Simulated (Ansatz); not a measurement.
Task: a point defect in a supercell of Mg3Sc, space group Pm-3m, with the Ansatz DFT code, driven from Python. Give the script and its output. Level of theory (first run): LDA, PAW, the default cutoff (420 eV here), 2×2×3 k-points, Fermi-Dirac smearing of 0.1 eV.

```yaml
crystal:
  lattice:
    - [4.51314, 0.00000, 0.00000]
    - [0.00000, 4.51314, 0.00000]
    - [0.00000, 0.00000, 4.51314]
  atoms:
    - { symbol: Mg, position: [0.50000, 0.50000, 0.00000] }
    - { symbol: Mg, position: [0.50000, 0.00000, 0.50000] }
    - { symbol: Mg, position: [0.00000, 0.50000, 0.50000] }
    - { symbol: Sc, position: [0.00000, 0.00000, 0.00000] }
```

The script, `defect.py`:
```python
"""An interstitial in a supercell of Mg3Sc, against the perfect cell."""

import ansatz as az
import numpy as np
from pymatgen.core import Lattice, Structure
from pymatgen.io.ase import AseAtomsAdaptor

SETTINGS = {
    "xc": "lda",
    "kspacing": 0.55,
    "scf_tol": 1e-10,
}

pmg_structure = Structure(
    Lattice([(4.513144, 0.0, 0.0), (0.0, 4.513144, 0.0), (0.0, 0.0, 4.513144)]),
    ["Mg", "Mg", "Mg", "Sc"],
    [
        (0.5, 0.5, 0.0),
        (0.5, 0.0, 0.5),
        (0.0, 0.5, 0.5),
        (0.0, 0.0, 0.0),
    ],
)
mg3sc = az.Crystal.from_ase(AseAtomsAdaptor.get_atoms(pmg_structure))
host = mg3sc.supercell(2, 2, 1)
defective = host.interstitial("N", at=(0.0, 0.0, 0.5))

def prepare(structure):
    return (
        structure.calculation()
        .occupations(az.OccupationsMethod.FERMI_DIRAC)
        .functional(SETTINGS["xc"])
        .kpoints(spacing=SETTINGS["kspacing"])
        .scf(tolerance=SETTINGS["scf_tol"])
        .band_table()
    )


perfect = prepare(host).run(threads=1).report
setup = prepare(defective).forces()
result = setup.run(threads=1)
data = result.report

n_host, n_defect = len(perfect["lattice"]["sites"]), len(data["lattice"]["sites"])
print(f"perfect cell: {n_host} atoms, F = {perfect['free_energy_ev']:.4f} eV")
print(f"defect cell:  {n_defect} atoms, F = {data['free_energy_ev']:.4f} eV")
# chemical potentials are still to be added to this difference
print(f"difference {data['free_energy_ev'] - perfect['free_energy_ev']:.4f} eV (no chemical potentials)")


for label, run in (("perfect", perfect), ("defect", data)):
    levels, filled = np.array(run["eigenvalues_ev"][0]), np.array(run["occupations"][0])
    top = int(np.argmin(np.abs(levels - run["fermi_energy_ev"])))
    window = slice(max(top - 3, 0), top + 4)
    print(label, "levels near E_F at the first k-point:", ", ".join(f"{e - run['fermi_energy_ev']:.2f} ({f:.2f})" for e, f in zip(levels[window], filled[window])))
```

```console
$ python defect.py
DeckWarning: basis.ecutwfc = 420 eV, auto-derived from the records' recommended cutoffs: set by Mg (normal level)
perfect cell: 16 atoms, F = -31175.9392 eV
defect cell:  17 atoms, F = -31552.3843 eV
difference -376.4450 eV (no chemical potentials)
perfect levels near E_F at the first k-point: -0.72 (2.00), -0.20 (1.76), -0.20 (1.76), 0.01 (0.94), 0.01 (0.94), 0.02 (0.92), 0.02 (0.92)
defect levels near E_F at the first k-point: -0.19 (1.74), -0.01 (1.07), -0.00 (1.00), -0.00 (1.00), 0.05 (0.76), 0.51 (0.01), 0.51 (0.01)
```
(Warnings from the package without file and line.)

What to keep in mind:
- Total energies depend on the potentials; only differences at equal settings carry meaning. A total without «per atom» is that of the whole cell that was run.
- The computed bands are complete only to about 2.0 eV above the Fermi level.
- The mesh is modest for a metal, so energies can be off by several to tens of meV an atom and pressures by half a GPa or more; differences at equal mesh fare better.
- The atoms stand at ideal sites; relaxing them can change energy and levels by an eV or more.
- The difference holds no chemical potentials.
- Errors of mesh and smearing per atom add up over the supercell, so the energy can be off by tenths of an eV.
- Each cell's levels count from its own Fermi level and aren't aligned; one k-point can hide that the defect cell is metallic.
- This cell is a computed structure, which may not be the phase found in nature.
- Gaps and levels are Kohn-Sham values on a finite set of k-points.
- The supercell is small, so the defect meets its images and the energies aren't those of an isolated defect; a partly filled defect level may also lower its energy by spin or distortion. For a charged cell the difference holds no correction, alignment or term for the electrons' reservoir.
- The whole script took 25 s on 1 thread of Arm Neoverse V2, with other jobs on the host, peak memory 0.73 GiB.
